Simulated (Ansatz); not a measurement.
# H2NTi: the cost of one run

Computed with Ansatz 0.2.0, Gaussian basis. Level: def2-SVP, all electrons in the functionals, frozen cores in the correlation of double hybrids and RPA.

The runs, in order: wB97M-V, B2PLYP, RPA-PBE, at charge 1, quintet; charge 1, triplet; charge 1, septet; displaced geometry v1; displaced geometry v2.

25 further runs of the same task are left out: 11 for a known fault of the program, 5 that didn't finish, 9 set aside as unsound or not needed. Runs told in other sessions of the task aren't counted.

### 1 The geometry

The geometry is a PBE0/def2-TZVP stationary point (not a proven minimum).

4 atoms, charge 1, spin multiplicity 5.

Atoms are counted from 1 here; the program's logs count them from 0.

Bond lengths: Ti1–N2 2.213 Å, N2–H3 1.023 Å, N2–H4 1.024 Å. Angles: Ti1–N2–H3 125.8°, Ti1–N2–H4 126.9°, H3–N2–H4 107.3°.

No dispersion term is added; wB97M-V holds VV10 nonlocal correlation.

The geometry shown and the zero of energy belong to the point charge 1, quintet. The yardstick, UCCSD(T), and other wave-function levels (R restricted, U unrestricted, valence and pair active spaces) come from earlier runs.

### 2 wB97M-V, charge 1, quintet

The input, in.yaml:

```yaml
crystal:
  periodic: [false, false, false]
  atoms:
    - {symbol: Ti, position_ang: [0.000000, -0.000006, 0.574128]}
    - {symbol: N, position_ang: [0.000000, -0.000668, -1.638816]}
    - {symbol: H, position_ang: [0.000000, 0.829097, -2.237756]}
    - {symbol: H, position_ang: [0.000000, -0.819548, -2.253941]}
basis:
  gaussian: {orbitals: def2-SVP}
total_charge: 1
magnetization: {spin_polarized: true, initial_magnetization: 4}
hamiltonian: {xc: {name: wB97M-V}}
output: {orbitals: {seedname: orbitals}}
```

Launch:

```
$ ansatz run in.yaml --threads 1 --pin off --events-out ev --progress --plain --max-ram 2393MiB
```

Q: Estimate wall time and peak memory on 1 thread of Arm Neoverse V2, shared host.

About 47 s, with a peak of 0.28 GiB.
